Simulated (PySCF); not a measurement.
# One shape, several levels: GaH5O4 (SMILES [OH][Ga-]([OH])([OH])[OH2+])

Wanted: a comparison of 6 runs (HF/STO-3G, HF/def2-SVP, B3LYP/6-31G*, PBE0/6-31G*, PBE0/def2-SVP) of GaH5O4. The job is set up through a Python script.

The calculation is run with PySCF 2.14.0.

### Step 1. The molecule

The species is GaH5O4 (10 atoms), meant as a singlet with charge 0. As SMILES, `[OH][Ga-]([OH])([OH])[OH2+]`. The coordinates come from a PBE0-D4/def2-TZVP relaxation. This is one conformer, not always the lowest.

Bond lengths: O1–Ga2 1.802 Å, Ga2–O3 1.812 Å, Ga2–O4 1.786 Å, Ga2–O5 2.105 Å, O1–H6 0.959 Å, O3–H7 0.958 Å, O4–H8 0.959 Å, O5–H9 0.969 Å, O5–H10 0.966 Å. Some angles: O1–Ga2–O3 117.8°, O1–Ga2–O4 117.7°, O1–Ga2–O5 92.6°, O3–Ga2–O4 120.8°, O3–Ga2–O5 87.3°, O4–Ga2–O5 109.1°, Ga2–O1–H6 113.3°, Ga2–O3–H7 114.1°, Ga2–O4–H8 112.9°, Ga2–O5–H9 97.4°.

### Step 2. Energy and gradient at HF/STO-3G (run 1)

The input, job.py:

```python
import pyscf.grad
from pyscf import gto, scf

molecule = gto.M(
    atom=[
    ('O', (-1.365500, 0.839500, 0.826800)),
    ('Ga', (-0.258700, -0.369600, 0.077800)),
    ('O', (1.268400, -0.779000, 0.963300)),
    ('O', (-0.951200, -1.497000, -1.122600)),
    ('O', (0.840900, 1.117000, -0.929000)),
    ('H', (-2.290300, 0.680000, 0.631000)),
    ('H', (1.179800, -0.778100, 1.917300)),
    ('H', (-0.379400, -2.244800, -1.305600)),
    ('H', (1.649800, 1.053800, -0.399200)),
    ('H', (0.389200, 1.926800, -0.656800)),
],
    basis='sto-3g',
    max_memory=1860,
    charge=0,
    verbose=4,
)

mf = scf.RHF(molecule)
mf.conv_tol = 1e-10
mf.kernel()
if not mf.converged:
    mf = mf.newton().run(mf.mo_coeff, mf.mo_occ)

e_tot = mf.e_tot
print(f'total energy: {e_tot:.8f} hartree')
grad = mf.Gradients().kernel()
dip = mf.dip_moment()
pop, q = mf.mulliken_pop()
```

Command:

```console
$ OMP_NUM_THREADS=1 python job.py
```

Standard output:

```text
PySCF version 2.14.0

[... 70 lines left out ...]
converged SCF energy = -2199.18116908486
total energy: -2199.18116908 hartree
[... 11 lines left out ...]
Dipole moment(X, Y, Z, Debye):  1.66420,  2.39461,  0.04835
[... 15 lines left out ...]
pop of  1 Ga 3pz          1.98151
pop of  1 Ga 4px          0.52341
pop of  1 Ga 4py          0.51734
pop of  1 Ga 4pz          0.52332
pop of  1 Ga 3dxy         1.95301
pop of  1 Ga 3dyz         1.91722
pop of  1 Ga 3dz^2        1.99342
pop of  1 Ga 3dxz         1.93843
pop of  1 Ga 3dx2-y2      1.98165
pop of  2 O 1s            1.99775
pop of  2 O 2s            1.83026
pop of  2 O 2px           1.60050
pop of  2 O 2py           1.91412
pop of  2 O 2pz           1.14797
pop of  3 O 1s            1.99777
pop of  3 O 2s            1.83436
pop of  3 O 2px           1.58883
pop of  3 O 2py           1.33766
pop of  3 O 2pz           1.70861
pop of  4 O 1s            1.99745
pop of  4 O 2s            1.81875
pop of  4 O 2px           1.33710
pop of  4 O 2py           1.42550
pop of  4 O 2pz           1.75751
pop of  5 H 1s            0.85111
pop of  6 H 1s            0.85586
pop of  7 H 1s            0.85178
pop of  8 H 1s            0.72857
pop of  9 H 1s            0.73403
 ** Mulliken atomic charges  **
charge of    0O =     -0.48653
charge of    1Ga =      0.80201
charge of    2O =     -0.49060
charge of    3O =     -0.46723
charge of    4O =     -0.33630
charge of    5H =      0.14889
charge of    6H =      0.14414
charge of    7H =      0.14822
charge of    8H =      0.27143
charge of    9H =      0.26597
```

Wall time 8.7 s (1 thread of Intel Xeon at 2.50GHz (Skylake/Cascade Lake), shared host); peak memory 0.12 GiB.

### Step 3. Energy and forces at HF/def2-SVP (run 2)

The input, calc.py:

```python
# [OH][Ga-]([OH])([OH])[OH2+]
from pyscf import gto

mol = gto.M(
    atom='''
O   -1.365500   0.839500   0.826800
Ga  -0.258700  -0.369600   0.077800
O    1.268400  -0.779000   0.963300
O   -0.951200  -1.497000  -1.122600
O    0.840900   1.117000  -0.929000
H   -2.290300   0.680000   0.631000
H    1.179800  -0.778100   1.917300
H   -0.379400  -2.244800  -1.305600
H    1.649800   1.053800  -0.399200
H    0.389200   1.926800  -0.656800
''',
    spin=0,
    max_memory=1860,
    basis='def2-svp',
    verbose=4,
)

mf = mol.RHF()
mf.conv_tol = 1e-10
mf.kernel()
if not mf.converged:
    mf = mf.newton().run(mf.mo_coeff, mf.mo_occ)

e_final = mf.e_tot
print('E(%s) = %.9f' % ('HF', e_final))
grad = mf.nuc_grad_method().kernel()
mf.analyze()
```

Command:

```console
$ OMP_NUM_THREADS=1 python calc.py
```

Standard output:

```text
PySCF version 2.14.0

[... 90 lines left out ...]
MO #3   energy= -42.4809874133401  occ= 2
[... 10 lines left out ...]
MO #14  energy= -1.411934503203    occ= 2
[... 10 lines left out ...]
MO #25  energy= -0.656388966358911 occ= 2
[... 10 lines left out ...]
MO #36  energy= 0.166603444095606  occ= 0
[... 10 lines left out ...]
MO #47  energy= 0.537119507668485  occ= 0
[... 10 lines left out ...]
MO #58  energy= 1.19323078781453   occ= 0
[... 10 lines left out ...]
MO #69  energy= 1.49936355137679   occ= 0
[... 10 lines left out ...]
MO #80  energy= 1.93880737116684   occ= 0
[... 10 lines left out ...]
MO #91  energy= 2.64790076329295   occ= 0
[... 10 lines left out ...]
MO #102 energy= 3.38239803131652   occ= 0
[... 10 lines left out ...]
MO #113 energy= 4.17372271022872   occ= 0
[... 87 lines left out ...]
pop of  4 O 3dz^2         0.00103
pop of  4 O 3dxz          0.00309
pop of  4 O 3dx2-y2       0.00153
pop of  5 H 1s            0.66536
pop of  5 H 2s            0.01160
pop of  5 H 2px           0.00231
pop of  5 H 2py           0.00153
pop of  5 H 2pz           0.00168
pop of  6 H 1s            0.66785
pop of  6 H 2s            0.01146
pop of  6 H 2px           0.00147
pop of  6 H 2py           0.00184
pop of  6 H 2pz           0.00229
pop of  7 H 1s            0.66567
pop of  7 H 2s            0.01153
pop of  7 H 2px           0.00171
pop of  7 H 2py           0.00221
pop of  7 H 2pz           0.00175
pop of  8 H 1s            0.61382
pop of  8 H 2s            0.01427
pop of  8 H 2px           0.00263
pop of  8 H 2py           0.00075
pop of  8 H 2pz           0.00162
pop of  9 H 1s            0.61784
pop of  9 H 2s            0.01422
pop of  9 H 2px           0.00136
pop of  9 H 2py           0.00231
pop of  9 H 2pz           0.00121
 ** Mulliken atomic charges  **
charge of    0O =     -0.78385
charge of    1Ga =      1.20510
charge of    2O =     -0.78890
charge of    3O =     -0.75953
charge of    4O =     -0.55253
charge of    5H =      0.31750
charge of    6H =      0.31509
charge of    7H =      0.31713
charge of    8H =      0.36692
charge of    9H =      0.36307
Dipole moment(X, Y, Z, Debye):  1.25763,  1.65063,  0.66299
```

Wall time 48 s (1 thread of Intel Xeon at 2.50GHz (Skylake/Cascade Lake), shared host); peak memory 0.28 GiB.

Run 3 isn't shown in full; the table further down has it.

### Step 4. Energy and gradient at PBE0/6-31G(d) (spherical functions) (run 4)

The input, input.py:

```python
import pyscf.grad
from pyscf import gto, dft

system = gto.Mole()
system.atom = '''
O     -2.580421     1.586425     1.562426
Ga    -0.488872    -0.698443     0.147021
O      2.396929    -1.472097     1.820373
O     -1.797507    -2.828920    -2.121407
O      1.589071     2.110824    -1.755556
H     -4.328040     1.285014     1.192417
H      2.229499    -1.470396     3.623172
H     -0.716962    -4.242057    -2.467226
H      3.117670     1.991393    -0.754379
H      0.735481     3.641124    -1.241172
'''
system.max_memory = 1860
system.verbose = 4
system.unit = 'bohr'
system.basis = '6-31g*'
system.build()

calc0 = dft.RKS(system)
calc0.xc = 'pbe0'
calc0.conv_tol = 1e-10
calc0.grids.level = 5
calc0.kernel()
if not calc0.converged:
    calc0 = calc0.newton().run(calc0.mo_coeff, calc0.mo_occ)

e_final = calc0.e_tot
print('Final energy', e_final)
grad = calc0.Gradients().kernel()
calc0.analyze()
```

Command:

```console
$ OMP_NUM_THREADS=1 python input.py
```

Standard output:

```text
PySCF version 2.14.0

[... 98 lines left out ...]
Two-electron Coulomb Energy =         1409.271786036064668
[... 10 lines left out ...]
MO #8   energy= -19.1918640737034  occ= 2
[... 8 lines left out ...]
MO #17  energy= -0.984329486867568 occ= 2
[... 8 lines left out ...]
MO #26  energy= -0.469032099551552 occ= 2
[... 8 lines left out ...]
MO #35  energy= -0.00341423191035695 occ= 0
[... 8 lines left out ...]
MO #44  energy= 0.199453871278725  occ= 0
[... 8 lines left out ...]
MO #53  energy= 0.815067311222959  occ= 0
[... 8 lines left out ...]
MO #62  energy= 1.08061336939958   occ= 0
[... 8 lines left out ...]
MO #71  energy= 1.56008074134522   occ= 0
[... 8 lines left out ...]
MO #80  energy= 1.8627011145062    occ= 0
[... 8 lines left out ...]
MO #89  energy= 2.42044347196822   occ= 0
[... 8 lines left out ...]
MO #98  energy= 3.24395156121256   occ= 0
[... 72 lines left out ...]
pop of  3 O 3dyz          0.00114
pop of  3 O 3dz^2         0.00170
pop of  3 O 3dxz          0.00205
pop of  3 O 3dx2-y2       0.00122
pop of  4 O 1s            1.99996
pop of  4 O 2s            1.60929
pop of  4 O 3s            0.00274
pop of  4 O 2px           1.49873
pop of  4 O 2py           1.56705
pop of  4 O 2pz           1.82521
pop of  4 O 3px           0.00280
pop of  4 O 3py           0.00207
pop of  4 O 3pz           0.00195
pop of  4 O 3dxy          0.00150
pop of  4 O 3dyz          0.00295
pop of  4 O 3dz^2         0.00218
pop of  4 O 3dxz          0.00436
pop of  4 O 3dx2-y2       0.00208
pop of  5 H 1s            0.66008
pop of  5 H 2s            0.01326
pop of  6 H 1s            0.66187
pop of  6 H 2s            0.01322
pop of  7 H 1s            0.66001
pop of  7 H 2s            0.01319
pop of  8 H 1s            0.62053
pop of  8 H 2s            0.01642
pop of  9 H 1s            0.62142
pop of  9 H 2s            0.01633
 ** Mulliken atomic charges  **
charge of    0O =     -0.71416
charge of    1Ga =      0.94271
charge of    2O =     -0.72038
charge of    3O =     -0.68899
charge of    4O =     -0.52286
charge of    5H =      0.32666
charge of    6H =      0.32491
charge of    7H =      0.32679
charge of    8H =      0.36306
charge of    9H =      0.36225
Dipole moment(X, Y, Z, Debye):  1.24621,  1.68496,  0.62598
```

Wall time 2 min (1 thread of Intel Xeon at 2.50GHz (Skylake/Cascade Lake), shared host); peak memory 0.97 GiB.

Run 5 isn't shown in full; the table further down has it.

### Step 5. Energy and gradient at PBE0/def2-SVP (run 6)

The input, run.py:

```python
# [OH][Ga-]([OH])([OH])[OH2+]
import pyscf.grad
from pyscf import gto, dft

system = gto.M(
    atom=[
    ('O', (-1.365500, 0.839500, 0.826800)),
    ('Ga', (-0.258700, -0.369600, 0.077800)),
    ('O', (1.268400, -0.779000, 0.963300)),
    ('O', (-0.951200, -1.497000, -1.122600)),
    ('O', (0.840900, 1.117000, -0.929000)),
    ('H', (-2.290300, 0.680000, 0.631000)),
    ('H', (1.179800, -0.778100, 1.917300)),
    ('H', (-0.379400, -2.244800, -1.305600)),
    ('H', (1.649800, 1.053800, -0.399200)),
    ('H', (0.389200, 1.926800, -0.656800)),
],
    basis='def2-svp',
    verbose=3,
    max_memory=1860,
)

mf = dft.RKS(system, xc='pbe0')
mf.conv_tol = 1e-10
mf.grids.level = 5
mf.kernel()
if not mf.converged:
    mf = mf.newton().run(mf.mo_coeff, mf.mo_occ)

energy = mf.e_tot
print('E = %.10f Eh' % energy)
grad = mf.Gradients().kernel()
mf.analyze()
```

Command:

```console
$ OMP_NUM_THREADS=1 python run.py
```

Standard output:

```text
converged SCF energy = -2227.81094289926
[... 12 lines left out ...]
MO #3   energy= -40.7352648331521  occ= 2
[... 9 lines left out ...]
MO #13  energy= -3.80933435289266  occ= 2
[... 9 lines left out ...]
MO #23  energy= -0.612911532893523 occ= 2
[... 9 lines left out ...]
MO #33  energy= -0.296896817960533 occ= 2
[... 9 lines left out ...]
MO #43  energy= 0.190123182786999  occ= 0
[... 9 lines left out ...]
MO #53  energy= 0.640957568967321  occ= 0
[... 9 lines left out ...]
MO #63  energy= 1.07459850697199   occ= 0
[... 9 lines left out ...]
MO #73  energy= 1.40287334681056   occ= 0
[... 9 lines left out ...]
MO #83  energy= 1.77544570999704   occ= 0
[... 9 lines left out ...]
MO #93  energy= 2.35022220773086   occ= 0
[... 9 lines left out ...]
MO #103 energy= 3.02234667749807   occ= 0
[... 9 lines left out ...]
MO #113 energy= 3.78709700035609   occ= 0
[... 11 lines left out ...]
Dipole moment(X, Y, Z, Debye):  1.23755,  1.68543,  0.52986
```

It took 2.9 min on 1 thread of Intel Xeon at 2.50GHz (Skylake/Cascade Lake), shared host; peak memory 1.1 GiB.

### Step 6. The series

```csv
run,level,integration grid,Cartesian functions,energy (Eh),dipole moment (D),HOMO energy (eV),LUMO energy (eV),wall time
1,HF/STO-3G,–,no,-2199.181169,2.92,-6.13,10.01,8.7 s
2,HF/def2-SVP,–,no,-2225.235746,2.18,-12.57,3.25,48 s
3,B3LYP/6-31G* (spherical functions),5,no,-2228.596181,2.18,-7.60,-0.44,2 min
4,PBE0/6-31G* (spherical functions),5,no,-2227.976744,2.19,-7.95,-0.09,2 min
5,B3LYP/6-31G* (Cartesian functions),5,yes,-2228.608352,2.17,-7.60,-0.48,2.1 min
6,PBE0/def2-SVP,5,no,-2227.810943,2.16,-7.94,0.12,2.9 min
```

### Step 7. Outcome

| quantity | value |
| --- | --- |
| run 6: total energy | -2227.81094 Eh |
| run 6: dipole moment | 2.16 D |
| run 6: HOMO energy | -7.94 eV |
| run 6: LUMO energy | 0.12 eV |
| run 6: HOMO–LUMO gap | 8.05 eV |
| run 6: largest force on an atom | 0.249 eV/Å |

What this shows: The dipole moment (its size) runs from 2.16 D (PBE0/def2-SVP) to 2.92 D (HF/STO-3G). The two ends differ in method and basis. The HOMO–LUMO gap runs from 7.12 eV (B3LYP/6-31G*) to 16.14 eV (HF/STO-3G). Totals of different functionals can't be ranked against each other. In run 1 the basis is minimal, so the values are rough. All runs together took 9.9 min, the longest 2.9 min.
